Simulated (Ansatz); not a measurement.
# C2H6BISi: up Jacob's ladder to CCSD(T)

One table from this session's results is given with a row withheld; the runs are named, their logs left out.

Computed with Ansatz 0.2.0, Gaussian basis. Level: functionals in def2-TZVPP, the program's frozen cores in correlated methods.

Levels to be run: LDA (SPW92), PBE-D4, revPBE-D4, BLYP-D4, r2SCAN-D4, B97M-V, PBE0-D4, B3LYP-D4, r2SCANh-D4, r2SCAN0-D4, HSE06-D4, BHLYP-D4, CAM-B3LYP-D4, LC-ωPBE, ωB97X-V, ωB97M-V, B2PLYP, PBE-QIDH; CCSD(T)/def2-SVP; CCSD(T)/def2-TZVPP; MP2/def2-QZVPP; extrapolation to the limit; RPA on PBE.

**The relaxed structure**

All runs share one geometry, relaxed beforehand with PBE0-D4 in a triple-zeta def2 set. I takes the def2 core potential; no spin-orbit term is included.

11 atoms, charge 0, spin multiplicity 1.

Atoms are counted from 1 here; the program's logs count them from 0.

Bond lengths: I1–C2 2.143 Å, C2–C3 1.539 Å, C2–Si5 1.906 Å, C2–H6 1.090 Å, C3–B4 1.572 Å, C3–H7 1.093 Å, C3–H8 1.107 Å, B4–Si5 2.024 Å, B4–H9 1.191 Å, Si5–H10 1.488 Å, Si5–H11 1.488 Å. Angles: I1–C2–C3 116.7°, I1–C2–Si5 121.6°, I1–C2–H6 104.3°, C3–C2–Si5 92.2°, C3–C2–H6 110.7°, Si5–C2–H6 111.3°, C2–C3–B4 99.7°, C2–C3–H7 116.8°, C2–C3–H8 109.4°, B4–C3–H7 122.2°, B4–C3–H8 101.7°, H7–C3–H8 105.8°, C3–B4–Si5 87.0°, C3–B4–H9 129.4°, Si5–B4–H9 143.6°, C2–Si5–B4 74.4°, C2–Si5–H10 111.1°, C2–Si5–H11 117.9° and more.

Coordinates:

```mol
C2H6BISi
  3D, bonds by distance, orders not assigned

 11 11  0  0  0  0  0  0  0  0999 V2000
   -0.1518    2.8950    0.2026 I   0  0
    0.4656    0.8581   -0.0478 C   0  0
    0.1538   -0.1053    1.1113 C   0  0
   -0.0268   -1.4418    0.3040 B   0  0
   -0.3679   -0.2879   -1.3231 Si  0  0
    1.5406    0.9221   -0.2171 H   0  0
    0.7975   -0.0400    1.9928 H   0  0
   -0.8755    0.0770    1.4753 H   0  0
    0.0655   -2.5695    0.6773 H   0  0
   -1.8055    0.0576   -1.4940 H   0  0
    0.2701   -0.4224   -2.6609 H   0  0
  1  2  8  0
  2  3  8  0
  3  4  8  0
  4  5  8  0
  2  6  8  0
  3  7  8  0
  3  8  8  0
  4  9  8  0
  5 10  8  0
  5 11  8  0
  2  5  8  0
M  END
```

Set-up of the first run:

Contents of in.yaml:

```yaml
crystal:
  periodic: [false, false, false]
  atoms:
    - {symbol: I, position_ang: [-0.151757, 2.895013, 0.202644]}
    - {symbol: C, position_ang: [0.465569, 0.858099, -0.047782]}
    - {symbol: C, position_ang: [0.153758, -0.105326, 1.111347]}
    - {symbol: B, position_ang: [-0.026787, -1.441813, 0.303978]}
    - {symbol: Si, position_ang: [-0.367872, -0.287874, -1.323056]}
    - {symbol: H, position_ang: [1.540588, 0.922092, -0.217099]}
    - {symbol: H, position_ang: [0.797473, -0.039988, 1.992842]}
    - {symbol: H, position_ang: [-0.875505, 0.077030, 1.475270]}
    - {symbol: H, position_ang: [0.065525, -2.569503, 0.677288]}
    - {symbol: H, position_ang: [-1.805533, 0.057576, -1.493957]}
    - {symbol: H, position_ang: [0.270141, -0.422406, -2.660875]}
basis:
  gaussian: {orbitals: def2-TZVPP}
hamiltonian: {xc: lda}
output: {orbitals: {seedname: orbitals}}
```

Steps of the session up to this table: LDA; PBE-D4 (GGA); revPBE-D4 (GGA); BLYP-D4 (GGA); r2SCAN-D4 (meta-GGA); B97M-V (meta-GGA); PBE0-D4 (hybrid); B3LYP-D4 (hybrid); r2SCANh-D4 (hybrid); r2SCAN0-D4 (hybrid); HSE06-D4 (hybrid); BHLYP-D4 (hybrid); CAM-B3LYP-D4 (range-separated); LC-ωPBE (range-separated); ωB97X-V (range-separated); ωB97M-V (range-separated); B2PLYP (double hybrid); PBE-QIDH (double hybrid).

One table of the session follows, with a row left open; its other results are not shown here.

It belongs to the step «Orbital energies across the functionals». 

```
  functional  HOMO (eV)  LUMO (eV)  gap (eV)
 LDA (SPW92)      -5.96      -3.57      2.39
      PBE-D4      -5.82      -3.34      2.48
   revPBE-D4      -5.76      -3.24      2.52
     BLYP-D4      -5.64      -3.15      2.49
   r2SCAN-D4      -6.06      -3.07      2.99
      B97M-V      -6.11      -3.13      2.98
     PBE0-D4      -6.91      -2.38      4.53
    B3LYP-D4      -6.68      -2.56      4.12
  r2SCANh-D4          ?          ?         ?
  r2SCAN0-D4      -7.07      -2.24      4.83
    HSE06-D4      -6.52      -2.77      3.75
    BHLYP-D4      -7.85      -1.31      6.54
CAM-B3LYP-D4      -8.16      -1.22      6.93
     LC-ωPBE      -9.49      -0.07      9.41
     ωB97X-V      -9.15      -0.19      8.96
     ωB97M-V      -9.03      -0.42      8.61
```

Estimate the missing values for r2SCANh-D4.

Worked estimate for «HOMO (eV)». Against the share of exact exchange, r2SCAN-D4 (0, -6.06), r2SCAN0-D4 (0.25, -7.07) give a slope of -4.04 per unit share; at 0.1 the line stands at -6.46.

As computed: HOMO (eV): -6.46; LUMO (eV): -2.74; gap (eV): 3.72. In «HOMO (eV)» the line misses by 0.00.
